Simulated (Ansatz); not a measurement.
# BF2H3OSi: small, medium and large basis sets

An exercise on one series of results from a longer session: the logs are not shown, and one member is left open.

Method: one geometry, several basis sets; program: Ansatz 0.2.0, Gaussian basis.

The runs, in order: PBE0-D4/def2-SVP; ωB97M-V/def2-SVP; PBE0-D4/def2-QZVPP; ωB97M-V/def2-QZVPP; the functionals' def2-TZVPP values are taken from earlier runs.

## Structure used throughout

An earlier PBE0-D4 in a triple-zeta def2 set relaxation fixed the geometry.

SMILES `FB(F)O[SiH3]`, 8 atoms, charge 0, spin multiplicity 1.

Atoms are counted from 1 here; the program's logs count them from 0.

Bond lengths: F1–B2 1.319 Å, B2–F3 1.328 Å, B2–O4 1.339 Å, O4–Si5 1.661 Å, Si5–H6 1.483 Å, Si5–H7 1.479 Å, Si5–H8 1.483 Å. Angles: F1–B2–F3 117.5°, F1–B2–O4 120.5°, F3–B2–O4 121.9°, B2–O4–Si5 133.7°, O4–Si5–H6 109.6°, O4–Si5–H7 106.3°, O4–Si5–H8 109.6°, H6–Si5–H7 110.5°, H6–Si5–H8 110.2°, H7–Si5–H8 110.5°.

The first run:

in.yaml

```yaml
crystal:
  periodic: [false, false, false]
  atoms:
    - {symbol: F, position_ang: [1.644602, -1.936190, 1.091784]}
    - {symbol: B, position_ang: [0.585688, -1.261656, 0.687717]}
    - {symbol: F, position_ang: [-0.607684, -1.793887, 0.922398]}
    - {symbol: O, position_ang: [0.726551, -0.084406, 0.064777]}
    - {symbol: Si, position_ang: [-0.345075, 1.014923, -0.568171]}
    - {symbol: H, position_ang: [-1.234605, 1.517569, 0.506121]}
    - {symbol: H, position_ang: [0.469501, 2.116517, -1.124906]}
    - {symbol: H, position_ang: [-1.146877, 0.370030, -1.635519]}
basis:
  gaussian: {orbitals: def2-SVP}
hamiltonian: {xc: pbe0, dispersion: d4}
output: {orbitals: {seedname: orbitals}}
```

Steps of the session up to this table: PBE0-D4 in def2-SVP; ωB97M-V in def2-SVP; PBE0-D4 in def2-QZVPP; ωB97M-V in def2-QZVPP.

One of the session's tables, all rows but one given; the rest of the session is left out.

It belongs to the step «Functionals by basis». 

```
functional       basis  HOMO (eV)  LUMO (eV)
   PBE0-D4    def2-SVP          ?          ?
   PBE0-D4  def2-TZVPP      -9.67      -0.23
   PBE0-D4  def2-QZVPP      -9.68      -0.34
   ωB97M-V    def2-SVP     -11.85       2.25
   ωB97M-V  def2-TZVPP     -11.95       1.35
   ωB97M-V  def2-QZVPP     -11.97       1.09
```

**Question.** Estimate the row for PBE0-D4, def2-SVP.

The run gave: HOMO (eV): -9.61; LUMO (eV): 0.34. In the column «HOMO (eV)» it is the highest.
